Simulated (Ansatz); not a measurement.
What does this script print? It uses Ansatz's Python interface.

The script, `field_bbrh2o.py`:
```python
"""Response of BBrH2O to a pair of distant point charges."""

import ansatz as az
import numpy as np

GEOMETRY = """
O    -0.85930   -0.79150    0.09070
B     0.31110    0.03600    0.21760
Br    0.18740    2.03710    0.26110
H    -0.95090   -0.84310   -0.90230
H     1.36160   -0.51210    0.29140
"""

bbrh2o = az.Crystal.molecule()
for line in GEOMETRY.strip().splitlines():
    symbol, *xyz = line.split()
    bbrh2o = bbrh2o.atom(symbol, [float(v) for v in xyz])

job = (
    bbrh2o.calculation()
    .basis(gaussian="def2-SVP")
    .functional("cam_b3lyp")
    .forces()
)
# charges +q and -q at -R and +R make a nearly even field 2 k q / R^2 at the centre
centre = np.mean([site.position_ang for site in bbrh2o.cartesian_sites], axis=0)
field = 2 * 14.399645 * 4.0 / 30.0 ** 2


def dipole(axis, sign):
    arm = 30.0 * np.eye(3)[axis]
    pair = [{"charge": sign * 4.0, "position_ang": (centre - arm).tolist()}, {"charge": -sign * 4.0, "position_ang": (centre + arm).tolist()}]
    deck = job.input().set(az.key.basis.gaussian.point_charges, pair)
    return np.array(az.Session.from_dict(deck).plan().execute().report["charge_distribution"]["dipole_moment_e_ang"])


print(f"field {field:.4f} V/A")
alpha = np.array([(dipole(axis, 1) - dipole(axis, -1)) / (2 * field) * 14.399645 for axis in range(3)])
print("polarisability tensor (A^3)")
print(np.array2string(alpha, precision=3, suppress_small=True))
print(f"mean {np.trace(alpha) / 3:.3f} A^3 = {np.trace(alpha) / 3 / 0.14818471:.2f} bohr^3")
```

Output of `python field_bbrh2o.py`:
```text
field 0.1280 V/A
polarisability tensor (A^3)
[[3.827 0.143 0.21 ]
 [0.146 6.629 0.276]
 [0.21  0.273 3.389]]
mean 4.615 A^3 = 31.14 bohr^3
```

Notes:
- These settings explore the input space; basis and method may be short of convergence.
- The geometry is a force-field or estimated start, not a minimum of this method, and the basis set is short of its limit. The field of two point charges is only nearly even.
- Without diffuse functions polarisabilities are unreliable, as a rule too low, and they change with the bond lengths of this unrelaxed start.
- Hardware and time: 15 s on 1 thread of Intel(R) Xeon(R) Platinum 8488C (Sapphire Rapids) (shared host), peak memory 0.21 GiB.

(Lines on the test bed's own set-up are left out of the output.)
